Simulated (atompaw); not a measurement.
# A PAW (atompaw) potential for Ru, from input to tests

Aim: build the potential from the settings below, then test how well it stands in for the atom: scattering, ghost states and the plane-wave cutoff that it needs.

Program: atompaw 4.2.0.5. Reference atom: PBEsol, scalar-relativistic, spherical and spin-unpolarised. All values are calculated.

## 1. Settings

Typed settings, in words:

```
element                 : ruthenium (Ru, Z = 44)
type                    : PAW
frozen core             : [Kr]
valence charge          : 8
reference configuration : 4d7 5s1 5p0
partial waves           : 5s (bound): rc 1.30 bohr; 5s channel at 3.6 Ry: rc 1.30 bohr; 5p (bound, empty): rc 3.00 bohr; 5p channel at 1.45 Ry: rc 3.00 bohr; 4d (bound): rc 3.00 bohr; 4d channel at 3.95 Ry: rc 3.00 bohr
local potential         : troulliermartins scheme with l = 3 at 0 Ry, radius 2.20 bohr
core correction         : smooth core density matched at 2.20 bohr
augmentation charge     : sinc compensation charge, radius 2.95 bohr; PAW radius 3.00 bohr; waves and projectors: custom polynom gramschmidtortho
```

The nodes and maxima of the atom's own shells, from an earlier all-electron run, set the scale for the radii.

All-electron outer shells of the reference configuration (PBEsol, scalar-relativistic, ld1.x):

```json
{"shell": "4s", "level (eV)": "-76.31", "outermost node (bohr)": "0.48", "outermost maximum (bohr)": "0.92"}
{"shell": "4p", "level (eV)": "-46.38", "outermost node (bohr)": "0.49", "outermost maximum (bohr)": "0.98"}
{"shell": "4d", "level (eV)": "-5.22", "outermost node (bohr)": "0.48", "outermost maximum (bohr)": "1.21"}
{"shell": "5s", "level (eV)": "-4.27", "outermost node (bohr)": "1.24", "outermost maximum (bohr)": "2.73"}
{"shell": "5p", "level (eV)": "-0.87", "outermost node (bohr)": "1.41", "outermost maximum (bohr)": "3.87"}
```

## 2. The generation run

Contents of Ru.input:

```
Ru 44
GGA-PBESOL scalarrelativistic loggrid 1500 logderivrange -2 5 176
5 5 4 0 0 0
5 0 1
5 1 0
4 2 7
0 0 0
c
c
c
c
v
c
c
c
v
c
v
2
3.00 2.95 2.20 2.20
y
3.6
n
y
1.45
n
y
3.95
n
custom polynom gramschmidtortho sinc
3 0 troulliermartins
1.30
1.30
3.00
3.00
3.00
3.00
PWSCFOUT
UPFDX 0.0125d0 UPFXMIN -7.d0 UPFZMESH 44.d0
END
```

Command:

```sh
$ atompaw < Ru.input > Ru.log
```

What does the calculation give? Wanted: cutoffs for 10 and 1 mRy, occupied levels; bound ghosts; largest phase difference near zero energy, channels read; lowest eigenvalue of the overlap; share of valence orbitals outside the PAW sphere; UPF file.

The runs gave:

| quantity | value |
| --- | --- |
| cutoffs for 10 and 1 mRy, occupied levels | 15 Ry and 21 Ry |
| bound ghosts | s at -77.79 eV, p at -60.05 eV |
| largest phase difference near zero energy, channels read | 0.017 rad |
| lowest eigenvalue of the overlap (Bessel basis) | 0.259 (p) |
| share of valence orbitals outside the PAW sphere | 5s 55 %, 5p 85 %, 4d 8 % |
| UPF file | written |

In words: A bound ghost (s, p) makes it unfit for use: electrons can fall into a state that the atom doesn't have. Close by lies the frozen 4s level (-76.3 eV). It counts as soft on the atom, with 15 Ry needed at the looser tolerance. Near zero energy the phases of the channels with partial waves agree within 0.017 rad. All of this concerns the isolated atom, not yet a solid.
